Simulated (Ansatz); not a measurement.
# FGeHS: the cost of one run

Program: the Python package of Ansatz 0.2.0. The levels of theory stand in the script. These are calculated values, not measurements.

**1. The system**

Bond lengths: F1–Ge2 1.693 Å, Ge2–S3 2.220 Å, S3–H4 1.501 Å. Angles: F1–Ge2–S3 109.0°, Ge2–S3–H4 92.6°.

No structure file is read: the coordinates are typed or built in the script.

**2. The code**

run_cas.py reads:

```python
"""Static correlation in FGeHS: natural occupations of an active space."""

import ansatz

geometry_ang = [
    ("F", [-1.9974, 0.478, 0.7464]),
    ("Ge", [-0.3884, -0.0247, 0.8991]),
    ("S", [0.5598, -0.0311, -1.1083]),
    ("H", [1.8816, -0.4825, -0.5574]),
]
fgehs = ansatz.Crystal.molecule()
for symbol, xyz in geometry_ang:
    fgehs = fgehs.atom(symbol, xyz)

setup = (
    fgehs.calculation()
    .basis(gaussian="def2-SVP")  # atom-centred Gaussian functions
    .correlation(active_electrons=4, active_orbitals=4)  # correlation on top of the mean field
)
for method in [None, "sc_nevpt2"]:
    summary = (setup if method is None else setup.correlation(method)).run(threads=1).report
    space = summary["configurations"]
    state = space["states"][0]
    print(method or "casscf", f"total {summary['free_energy_ev'] / 27.211386246:.6f} Ha, active-space state {state['energy']['hartree']:.6f} Ha, mean field {summary['reference_energy_ev'] / 27.211386246:.6f} Ha")
    print("  determinants", state["n_determinants"], " natural occupations", [round(n, 3) for n in space["natural_occupations"]])
print("effectively unpaired electrons, sum of min(n, 2 - n):", round(sum(min(n, 2 - n) for n in space["natural_occupations"]), 3))
```

**3. Running it**

On the command line:

```bash
> python run_cas.py
```

Q: Estimate wall time and peak memory on 1 thread of Arm Neoverse V2, shared host.

About 17 s, with a peak of 0.23 GiB.
